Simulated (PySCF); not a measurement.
# H2O2Tm (Tm(OH)2+): the cost of one run

The runs use PySCF 2.14.0; several levels, as the steps say, no spin–orbit coupling.

1 further run of the same task is left out (for a known fault of the program).

### Step 1. The system as given

5 atoms, charge 1, spin multiplicity 1.

Bond lengths: Tm1–O2 1.925 Å, Tm1–O4 1.925 Å, O2–H3 0.962 Å, O4–H5 0.962 Å. Angles: O2–Tm1–O4 115.2°, Tm1–O2–H3 166.8°, Tm1–O4–H5 166.8°.

Geometry (Å):

```tsv
atom	x (Å)	y (Å)	z (Å)
Tm1	0.0000	0.0000	-0.5289
O2	1.6252	-0.0348	0.5021
H3	2.2977	-0.0498	1.1897
O4	-1.6252	0.0348	0.5021
H5	-2.2977	0.0498	1.1897
```

Formal oxidation states: Tm +3. Each metal's 12 4f electrons lie in its core potential, so multiplicities, spins and levels count the valence alone. An earlier session relaxed this geometry at PBE0, Tm lcecp-1-SVP with ECP58, O def2-SVP, H def2-SVP (singlet, point group C2v).

At PBE0 on the finer grid: E = -190.076948 Eh, HOMO -13.75 eV, LUMO -7.30 eV, Mulliken charge on Tm1 +1.38 e, largest force component 0.007 eV/Å. 

Levels to run: HF; r2SCAN; PBE0, TZVP. Hardware: 2 threads of Arm Neoverse V1, shared host.

### Step 2. HF

run.py (the lines that set the calculation) reads:

```python
mol = gto.M(atom='''
Tm     0.00000     0.00000    -0.52890
O      1.62519    -0.03481     0.50211
H      2.29774    -0.04985     1.18967
O     -1.62519     0.03481     0.50211
H     -2.29774     0.04985     1.18967''',
    basis={'Tm': 'lcecp-1-SVP', 'O': 'def2-SVP', 'H': 'def2-SVP'},
    ecp={'Tm': 'lcecp-1-SVP'},
    charge=1, spin=0)
mf = scf.RHF(mol)
mf = mf.density_fit()  # fitting sets: Tm AutoAux, O def2-universal-JKFIT, H def2-universal-JKFIT
mf.conv_tol = 1e-08; mf.max_cycle = 55
mf.kernel(dm0)  # dm0: the density of the relaxed state
```

Run with:

```
OMP_NUM_THREADS=2 python run.py
```

**Question.** How long does this run take on 2 threads of Arm Neoverse V1, shared host?

About 1.2 s.
